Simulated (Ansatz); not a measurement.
# C2H6InN: rigid scan of one bond length, by script

Wanted for C2H6InN: a rigid scan of one bond length. SMILES: CC#[N+][InH3-].

Program: Ansatz 0.2.0, driven from Python. Level of theory: PBE/def2-SVP. These are calculated values, not measurements.

## (1) The structure

Bond lengths: C1–C2 1.406 Å, C2–N3 1.135 Å, N3–In4 2.102 Å, C1–H5 1.124 Å, C1–H6 1.100 Å, C1–H7 1.127 Å, In4–H8 1.811 Å, In4–H9 1.878 Å, In4–H10 1.737 Å. Angles: C1–C2–N3 178.9°, C2–C1–H5 112.5°, C2–C1–H6 114.9°, C2–C1–H7 110.4°, H5–C1–H6 106.7°, H5–C1–H7 104.7°, H6–C1–H7 107.1°, C2–N3–In4 176.1°, N3–In4–H8 107.2°, N3–In4–H9 107.2°, N3–In4–H10 112.7°, H8–In4–H9 108.5°, H8–In4–H10 111.0°, H9–In4–H10 110.0°.

No structure file is read: the coordinates are typed or built in the script.

## (2) The code

run_scan.py

```python
import ansatz as az
from ase import Atoms
import matplotlib.pyplot as plt
import numpy as np

params = {
    "basis_set": "def2-SVP",
    "functional": "pbe",
}

atoms = Atoms(["C", "C", "N", "In", "H", "H", "H", "H", "H", "H"], positions=[
    (-0.8945, 1.5803, -1.3985),
    (-0.3641, 0.6063, -0.5349),
    (0.0676, -0.1931, 0.1452),
    (0.9939, -1.6132, 1.388),
    (-0.6714, 2.6272, -1.0542),
    (-0.5503, 1.5109, -2.441),
    (-2.0202, 1.519, -1.4154),
    (0.5664, -3.2505, 0.7426),
    (0.2395, -1.4295, 3.0976),
    (2.7162, -1.4087, 1.4736),
])
system = az.Crystal.molecule_from_ase(atoms)

symbols = [site.symbol for site in system.cartesian_sites]
start = np.array([site.position_ang for site in system.cartesian_sites])
axis = (start[0] - start[1]) / np.linalg.norm(start[0] - start[1])
moving = [0, 4, 5, 6]
lengths, energies = [1.237, 1.293, 1.349, 1.406, 1.462, 1.518, 1.574, 1.659], []
for length in lengths:
    xyz = start.copy()
    xyz[moving] += (length - np.linalg.norm(start[0] - start[1])) * axis
    point = az.Crystal.molecule()
    for symbol, xyz in zip(symbols, xyz):
        point = point.atom(symbol, xyz.tolist())
    setup = point.calculation().basis(gaussian=params["basis_set"]).functional(params["functional"])
    r = setup.run(threads=1, backend="cpu").report
    energies.append(r["free_energy_ev"])
    print(f"r = {length:6.3f} A  E = {energies[-1]:.5f} eV  <S^2> = {abs(r['mean_field']['state']['spin_squared']):.3f}")

fit = np.polynomial.Polynomial.fit(lengths, np.array(energies) - min(energies), 4).convert()
roots = [r.real for r in fit.deriv().roots() if abs(r.imag) < 1e-9 and fit.deriv(2)(r.real) > 0]
r_e = min(roots, key=lambda r: abs(r - lengths[int(np.argmin(energies))]))
print(f"minimum of the fit at {r_e:.4f} A, force constant {fit.deriv(2)(r_e):.2f} eV/A^2")
plt.figure(figsize=(4.5, 3))
plt.plot(lengths, np.array(energies) - min(energies), "o-")
plt.xlabel("bond length (A)")
plt.ylabel("E - E(min) (eV)")
plt.tight_layout()
plt.savefig("scan.png", dpi=100)
```

## (3) The input behind the calls

The engine receives this input (first run):

```yaml
crystal:
  periodic: [false, false, false]
  atoms:
    - { symbol: C, position_ang: [-0.830868093620404, 1.4634495535186154, -1.2948942037152733] }
    - { symbol: C, position_ang: [-0.3641, 0.6063, -0.5349] }
    - { symbol: "N", position_ang: [0.0676, -0.1931, 0.1452] }
    - { symbol: In, position_ang: [0.9939, -1.6132, 1.388] }
    - { symbol: H, position_ang: [-0.6077680936204041, 2.5103495535186156, -0.9505942037152733] }
    - { symbol: H, position_ang: [-0.4866680936204041, 1.3940495535186153, -2.3373942037152733] }
    - { symbol: H, position_ang: [-1.956568093620404, 1.4021495535186153, -1.3117942037152732] }
    - { symbol: H, position_ang: [0.5664, -3.2505, 0.7426] }
    - { symbol: H, position_ang: [0.2395, -1.4295, 3.0976] }
    - { symbol: H, position_ang: [2.7162, -1.4087, 1.4736] }
basis:
  gaussian:
    orbitals: def2-SVP
hamiltonian:
  xc: pbe
```

## (4) The run

The run is started by

```bash
$ python run_scan.py
```

The program printed:

```text
r =  1.237 A  E = -8824.90561 eV  <S^2> = 0.000
r =  1.293 A  E = -8825.50507 eV  <S^2> = 0.000
r =  1.349 A  E = -8825.85355 eV  <S^2> = 0.000
r =  1.406 A  E = -8826.01595 eV  <S^2> = 0.000
r =  1.462 A  E = -8826.03574 eV  <S^2> = 0.000
r =  1.518 A  E = -8825.95430 eV  <S^2> = 0.000
r =  1.574 A  E = -8825.79995 eV  <S^2> = 0.000
r =  1.659 A  E = -8825.47332 eV  <S^2> = 0.000
minimum of the fit at 1.4423 A, force constant 35.75 eV/A^2
```

It took 18 s on 1 thread of Arm Neoverse V2, shared host; peak memory 0.24 GiB.

## (5) What changed from run to run

The engine's inputs for some of the other runs:

Run 2, against run 1:

```diff
@@ -4 +4 @@
-    - { symbol: C, position_ang: [-0.830868093620404, 1.4634495535186154, -1.2948942037152733] }
+    - { symbol: C, position_ang: [-0.851999066330786, 1.5022534136617376, -1.3292997618462798] }
@@ -8,3 +8,3 @@
-    - { symbol: H, position_ang: [-0.6077680936204041, 2.5103495535186156, -0.9505942037152733] }
-    - { symbol: H, position_ang: [-0.4866680936204041, 1.3940495535186153, -2.3373942037152733] }
-    - { symbol: H, position_ang: [-1.956568093620404, 1.4021495535186153, -1.3117942037152732] }
+    - { symbol: H, position_ang: [-0.6288990663307861, 2.5491534136617378, -0.9849997618462799] }
+    - { symbol: H, position_ang: [-0.5077990663307861, 1.4328534136617375, -2.3717997618462796] }
+    - { symbol: H, position_ang: [-1.977699066330786, 1.4409534136617375, -1.3461997618462798] }
```

Run 5, against run 1:

```diff
@@ -4 +4 @@
-    - { symbol: C, position_ang: [-0.830868093620404, 1.4634495535186154, -1.2948942037152733] }
+    - { symbol: C, position_ang: [-0.9157693232603319, 1.6193579201650894, -1.4331308212059253] }
@@ -8,3 +8,3 @@
-    - { symbol: H, position_ang: [-0.6077680936204041, 2.5103495535186156, -0.9505942037152733] }
-    - { symbol: H, position_ang: [-0.4866680936204041, 1.3940495535186153, -2.3373942037152733] }
-    - { symbol: H, position_ang: [-1.956568093620404, 1.4021495535186153, -1.3117942037152732] }
+    - { symbol: H, position_ang: [-0.692669323260332, 2.6662579201650893, -1.0888308212059252] }
+    - { symbol: H, position_ang: [-0.571569323260332, 1.5499579201650893, -2.475630821205925] }
+    - { symbol: H, position_ang: [-2.041469323260332, 1.5580579201650893, -1.4500308212059252] }
```

Run 6, against run 1:

```diff
@@ -4 +4 @@
-    - { symbol: C, position_ang: [-0.830868093620404, 1.4634495535186154, -1.2948942037152733] }
+    - { symbol: C, position_ang: [-0.936900295970714, 1.6581617803082118, -1.467536379336932] }
@@ -8,3 +8,3 @@
-    - { symbol: H, position_ang: [-0.6077680936204041, 2.5103495535186156, -0.9505942037152733] }
-    - { symbol: H, position_ang: [-0.4866680936204041, 1.3940495535186153, -2.3373942037152733] }
-    - { symbol: H, position_ang: [-1.956568093620404, 1.4021495535186153, -1.3117942037152732] }
+    - { symbol: H, position_ang: [-0.713800295970714, 2.705061780308212, -1.123236379336932] }
+    - { symbol: H, position_ang: [-0.592700295970714, 1.5887617803082117, -2.5100363793369316] }
+    - { symbol: H, position_ang: [-2.062600295970714, 1.5968617803082117, -1.484436379336932] }
```

Lines on the test bed's own set-up are left out of the output.

## (6) Run by run

The 8 runs, in the order started:

| run | distance (Å) | energy from run 5 (eV) | SCF cycles | CPU time (s) |
| --- | --- | --- | --- | --- |
| 1 | 1.24 | 1.1301 | 16 | 2.1 |
| 2 | 1.29 | 0.5307 | 16 | 2.1 |
| 3 | 1.35 | 0.1822 | 16 | 2.1 |
| 4 | 1.41 | 0.0198 | 16 | 2.1 |
| 5 | 1.46 | 0.0000 | 16 | 2.1 |
| 6 | 1.52 | 0.0814 | 16 | 2.1 |
| 7 | 1.57 | 0.2358 | 16 | 2.1 |
| 8 | 1.66 | 0.5624 | 17 | 2.2 |

## (7) Summary of results

| quantity | value |
| --- | --- |
| bond length at the fit's minimum | 1.4423 Å |
| runs compared | 8 |
| range of energy | 1.130 eV |
| lowest point, distance (Å) | 1.46 |

The curve has its lowest point inside the range, at 1.46. The ends stand 1.13 and 0.562 eV above it. The distance scanned is the script's pair 1, 0. Caveats:
- The rest of the molecule is held rigid at a force-field or estimated start geometry, and the basis set is modest; single-reference methods fail as a bond breaks.
- def2 sets replace the cores of elements past krypton by effective core potentials.
- The orbitals are restricted, so S² is zero by construction.
